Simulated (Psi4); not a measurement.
**M06-L/def2-SVPD (core potential) run of CH6BSb (SMILES C[BH][SbH2])**

What is the vertical singlet–triplet gap of CH6BSb at M06-L/def2-SVPD (core potential)? 

Program for the calculation: Psi4 1.11.

2 further runs of the same task are left out: 2 set aside as unsound or not needed.

**1. The molecule**

CH6BSb has 9 atoms, charge 0, and is taken as a singlet. SMILES: `C[BH][SbH2]`. Geometry: relaxed at PBE0-D4/def2-TZVP. This is one conformer, not always the lowest.

Bond lengths: C1–B2 1.551 Å, B2–Sb3 2.227 Å, C1–H4 1.102 Å, C1–H5 1.095 Å, C1–H6 1.091 Å, B2–H7 1.199 Å, Sb3–H8 1.703 Å, Sb3–H9 1.705 Å. Some angles: C1–B2–Sb3 123.7°, C1–B2–H7 119.7°, Sb3–B2–H7 116.5°, B2–C1–H4 105.1°, B2–C1–H5 112.5°, B2–C1–H6 116.5°, B2–Sb3–H8 95.0°, B2–Sb3–H9 95.1°, H4–C1–H5 104.9°, H4–C1–H6 107.2°.

**2. A single-point energy at M06-L/def2-SVPD (core potential)**

The input, ch6bsb.json:

```json
{
  "schema_name": "qcschema_input",
  "schema_version": 1,
  "molecule": {
    "schema_name": "qcschema_molecule",
    "schema_version": 2,
    "symbols": ["C", "B", "Sb", "H", "H", "H", "H", "H", "H"],
    "geometry": [-1.31619425, 1.84569551, -1.13478054, 0.72981223, -0.24982179, -1.03368019, 2.67434041, -1.44941994, 2.50143047, -3.09499345, 0.84905395, -1.55807919, -1.0425619, 3.14185865, -2.72404021, -1.61892837, 2.92019378, 0.59790935, 1.42239685, -1.23493602, -2.95213015, 2.37727546, -4.60148311, 1.92600887, 0.0359048, -1.30844637, 4.34485831],
    "molecular_charge": 0,
    "molecular_multiplicity": 1,
    "fix_symmetry": "c1",
    "fix_com": true,
    "fix_orientation": true
  },
  "driver": "energy",
  "model": {
    "method": "m06-l",
    "basis": "def2-SVPD"
  },
  "keywords": {
    "puream": true,
    "e_convergence": 1e-09,
    "d_convergence": 1e-08,
    "scf_type": "pk",
    "dft_radial_points": 99,
    "dft_spherical_points": 590,
    "scf_properties": ["MULLIKEN_CHARGES", "DIPOLE", "LOWDIN_CHARGES"]
  }
}
```

Run with:

```
$ psi4 --qcschema ch6bsb.json -n 1 --memory 1600MB
```

stdout:

```text
[...]
    !!!  WARNING: ECP capability is in beta. Please check occupations closely.  !!!
[...]
  Running in c1 symmetry.
[...]
  Nuclear repulsion =  109.436825086782747
[...]
  Multiplicity = 1
[...]
  Nalpha       = 20
  Nbeta        = 20
[...]
    Number of basis functions: 120
[...]
   @RKS iter   1:  -306.41520980224038   -1.22619e+00   7.27768e-03 ADIIS/DIIS
[...]
   @RKS iter  13:  -306.88859750100602   -1.18234e-11   5.30041e-09 DIIS
[...]
    Orbital Energies [Eh]
    ---------------------
    Doubly Occupied:
       1A    -10.048347     2A     -6.666840     3A     -5.614556
       4A     -3.856928     5A     -3.854847     6A     -3.850825
       7A     -1.235779     8A     -1.235084     9A     -1.231726
      10A     -1.230385    11A     -1.229236    12A     -0.667627
      13A     -0.530996    14A     -0.422269    15A     -0.377387
      16A     -0.373539    17A     -0.323967    18A     -0.296872
      19A     -0.267143    20A     -0.212651
[...]
  @RKS Final Energy:  -306.88859750100602
   => Energetics <=
    Nuclear Repulsion Energy =            109.4368250867827470
    One-Electron Energy =                -725.2974621221477491
    Two-Electron Energy =                 340.2138186683228014
    DFT Exchange-Correlation Energy =     -31.2417791339638029
    Empirical Dispersion Energy =           0.0000000000000000
    VV10 Nonlocal Energy =                  0.0000000000000000
    Total Energy =                       -306.8885975010060179
[...]
 Multipole Moments:
 ------------------------------------------------------------------------------------
     Multipole            Electronic (a.u.)      Nuclear  (a.u.)        Total (a.u.)
 ------------------------------------------------------------------------------------
 L = 1.  Multiply by 2.5417464519 to convert [e a0] to [Debye]
 Dipole X            :        -55.5656026           55.3408185           -0.2247841
 Dipole Y            :         24.0072489          -23.7453536            0.2618953
 Dipole Z            :        -45.3859442           45.1903436           -0.1956006
 Magnitude           :                                                    0.3967072
[...]
  Mulliken Charges: (a.u.)
   Center  Symbol    Alpha    Beta     Spin     Total
       1     C     2.92360  2.92360  0.00000  0.15280
       2     B     2.55148  2.55148  0.00000 -0.10297
       3    SB    11.29832 11.29832  0.00000  0.40336
       4     H     0.50087  0.50087  0.00000 -0.00173
       5     H     0.51421  0.51421  0.00000 -0.02842
       6     H     0.54440  0.54440  0.00000 -0.08881
       7     H     0.49336  0.49336  0.00000  0.01327
       8     H     0.58774  0.58774  0.00000 -0.17548
       9     H     0.58601  0.58601  0.00000 -0.17202
   Total alpha = 20.00000, Total beta = 20.00000, Total charge = -0.00000
[...]
```

The result, in JSON:

```text
{
 "driver": "energy",
 "model": {
  "method": "m06-l",
  "basis": "def2-SVPD"
 },
 "success": true,
 "return_result": -306.888597501006,
 "properties": {
  "calcinfo_nbasis": 120,
  "calcinfo_nmo": 120,
  "calcinfo_nalpha": 20,
  "calcinfo_nbeta": 20,
  "calcinfo_natom": 9,
  "nuclear_repulsion_energy": 109.43682508678275,
  "return_energy": -306.888597501006,
  "scf_one_electron_energy": -725.2974621221477,
  "scf_two_electron_energy": 340.2138186683228,
  "scf_xc_energy": -31.241779133963803,
  "scf_dipole_moment": [-0.22478409608689276, 0.261895283652013, -0.1956006300527946],
  "scf_total_energy": -306.888597501006,
  "scf_iterations": 13
 }
}
```

Wall time 56 s (1 thread of Intel Xeon 6975P-C (Granite Rapids), shared host); peak memory 0.77 GiB.

**3. The triplet: energy and forces at UM06-L/def2-SVPD (core potential)**

The input, ch6bsb.xyz:

```xyz
9
CH6BSb
C     -0.696500     0.976700    -0.600500
B      0.386200    -0.132200    -0.547000
Sb     1.415200    -0.767000     1.323700
H     -1.637800     0.449300    -0.824500
H     -0.551700     1.662600    -1.441500
H     -0.856700     1.545300     0.316400
H      0.752700    -0.653500    -1.562200
H      1.258000    -2.435000     1.019200
H      0.019000    -0.692400     2.299200
```

The input, ch6bsb.py:

```python
import psi4

psi4.set_memory('1600 MB')
psi4.set_num_threads(1)
psi4.core.set_output_file('run.log', False)

with open('ch6bsb.xyz') as f:
    atoms = ''.join(f.readlines()[2:])
mol = psi4.geometry('0 3\n' + atoms + 'symmetry c1')

psi4.set_options({
    'reference': 'uks',
    'puream': True,
    'e_convergence': 1e-09,
    'd_convergence': 1e-08,
    'scf_type': 'pk',
    'dft_radial_points': 99,
    'dft_spherical_points': 590,
    'maxiter': 100,
})

e, wfn = psi4.gradient("m06-l/def2-SVPD", return_wfn=True)
psi4.oeprop(wfn, "MULLIKEN_CHARGES", "MAYER_INDICES", "QUADRUPOLE", title="M06-L")
print('gradient / Eh bohr^-1')
print(e.np.round(6))
print(f'energy = {wfn.energy():.10f} Eh')
```

Run with:

```
$ python ch6bsb.py
```

run.log (excerpt; [...] marks lines left out):

```text
[...]
    !!!  WARNING: ECP capability is in beta. Please check occupations closely.  !!!
[...]
  Running in c1 symmetry.
[...]
  Nuclear repulsion =  109.436825042426392
[...]
  Multiplicity = 3
[...]
  Nalpha       = 21
  Nbeta        = 19
[...]
    Number of basis functions: 120
[...]
   @UKS iter   1:  -306.28951012232756   -1.05482e+00   7.26265e-03 ADIIS/DIIS
[...]
   @UKS iter  16:  -306.77313097739068   -8.58336e-12   8.55182e-09 DIIS
[...]
   @S^2 Observed:                2.013080866E+00
[...]
  @UKS Final Energy:  -306.77313097739068
   => Energetics <=
    Nuclear Repulsion Energy =            109.4368250424263920
    One-Electron Energy =                -724.4484080566530793
    Two-Electron Energy =                 339.4800627265138928
    DFT Exchange-Correlation Energy =     -31.2416106896778238
    Empirical Dispersion Energy =           0.0000000000000000
    VV10 Nonlocal Energy =                  0.0000000000000000
    Total Energy =                       -306.7731309773906787
[...]
  -Total Gradient:
     Atom            X                  Y                   Z
    ------   -----------------  -----------------  -----------------
       1        0.006967986416     0.010505500563    -0.009848355356
       2        0.005890368587    -0.017537241571     0.032213511877
       3       -0.005602271867    -0.002104264280     0.002491613567
       4        0.005761362447    -0.003380575629    -0.002128438610
       5       -0.005386224685    -0.006023758593     0.000295165370
       6        0.003312035124    -0.006820518562    -0.002260415949
       7       -0.012818475060     0.013422117249    -0.006216401990
       8       -0.003278092996     0.011120932265    -0.004368950002
       9        0.005056730486     0.000751604758    -0.010156152561
[...]
 Multipole Moments:
 ------------------------------------------------------------------------------------
[...]
```

The script printed:

```text
gradient / Eh bohr^-1
[[ 0.006968  0.010506 -0.009848]
 [ 0.00589  -0.017537  0.032214]
 [-0.005602 -0.002104  0.002492]
 [ 0.005761 -0.003381 -0.002128]
 [-0.005386 -0.006024  0.000295]
 [ 0.003312 -0.006821 -0.00226 ]
 [-0.012818  0.013422 -0.006216]
 [-0.003278  0.011121 -0.004369]
 [ 0.005057  0.000752 -0.010156]]
energy = -306.7731309774 Eh
```

Run time: 1.8 min. Hardware: 1 thread of Intel Xeon 6975P-C (Granite Rapids), shared host; peak memory 0.76 GiB.

**4. What came out**

Level: M06-L/def2-SVPD (core potential).

```
                                        quantity          value
                           singlet: total energy  -306.88860 Eh
                          singlet: dipole moment         1.01 D
                            singlet: HOMO energy       -5.79 eV
                            singlet: LUMO energy       -1.92 eV
                          singlet: HOMO–LUMO gap        3.86 eV
                           triplet: total energy  -306.77313 Eh
                          triplet: dipole moment         2.47 D
     triplet: HOMO energy (highest over α and β)       -2.88 eV
                                   triplet: ⟨S²⟩          2.013
               triplet: largest force on an atom     1.910 eV/Å
vertical energy of the triplet above the singlet       3.142 eV
```

What this shows: At this shape the triplet lies 3.14 eV (303 kJ/mol) above the singlet. Mulliken charges (triplet) run from -0.62 on B2 to +0.68 on Sb3; in a basis this large or diffuse they mean little.
